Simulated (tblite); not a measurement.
# C4H16N2OSi2: the cost of one run

Computed with tblite 0.8.0 and PySCF 2.14.0, with density-fitted response routines of our own, on a single molecule in the gas phase. Atoms count from 0, in the outputs and in this text.

### 1 The starting structure

25 atoms, charge 0, multiplicity 1; geometry from: force field or distance geometry start.

Bonds of the start (Å): C0–C1 1.54, C1–O2 1.38, O2–Si3 1.74, Si3–C4 1.87, Si3–N5 1.77, N5–C6 1.44, Si3–Si7 2.24, Si7–N8 1.80, C0–H9 1.11, C0–H10 1.10, C0–H11 1.10, C1–H12 1.10, C1–H13 1.11, C4–H14 1.09, C4–H15 1.13, C4–H16 1.10, N5–H17 1.05, C6–H18 1.12, C6–H19 1.08, C6–H20 1.10, Si7–H21 1.46, Si7–H22 1.45, N8–H23 1.05, N8–H24 1.04.

### 2 Optimising the geometry with GFN2-xTB

What the job is given:

```
{"job": {"kind": "relax", "xc": "GFN2-xTB", "basis": "xTB"}, "charge": 0, "multiplicity": 1}
C      3.167000     0.212100     1.382600
C      1.892900    -0.287400     0.668400
O      0.859600     0.568900     0.998400
Si    -0.540600    -0.035600     0.168800
C     -2.078500     0.106500     1.217700
N     -0.172000    -1.697300    -0.305100
C     -1.096500    -2.262900    -1.251700
Si    -0.805200     1.343100    -1.578900
N     -0.567800     2.994000    -0.905800
H      3.750200    -0.695700     1.649000
H      3.732800     0.751400     0.603300
H      2.927200     0.832200     2.253400
H      2.063800    -0.293800    -0.418200
H      1.706700    -1.336400     0.991800
H     -2.257700    -0.749200     1.868000
H     -1.912900     0.977200     1.913600
H     -2.946200     0.383800     0.607600
H     -0.140100    -2.295400     0.556500
H     -0.597000    -3.201900    -1.610900
H     -1.293000    -1.646200    -2.119200
H     -2.056500    -2.564500    -0.807700
H      0.319700     1.098800    -2.471200
H     -2.108600     1.185700    -2.205600
H     -0.635600     2.956400     0.140700
H     -1.222700     3.680300    -1.336000
```

The run is started by

```console
OMP_NUM_THREADS=1 python probes_run.py task.json out
```

The driver reads the jobs from task.json and runs them one after another.

Q: Estimate the wall time of this first job on 1 thread of Arm Neoverse V1, shared host.

About 2.6 s.
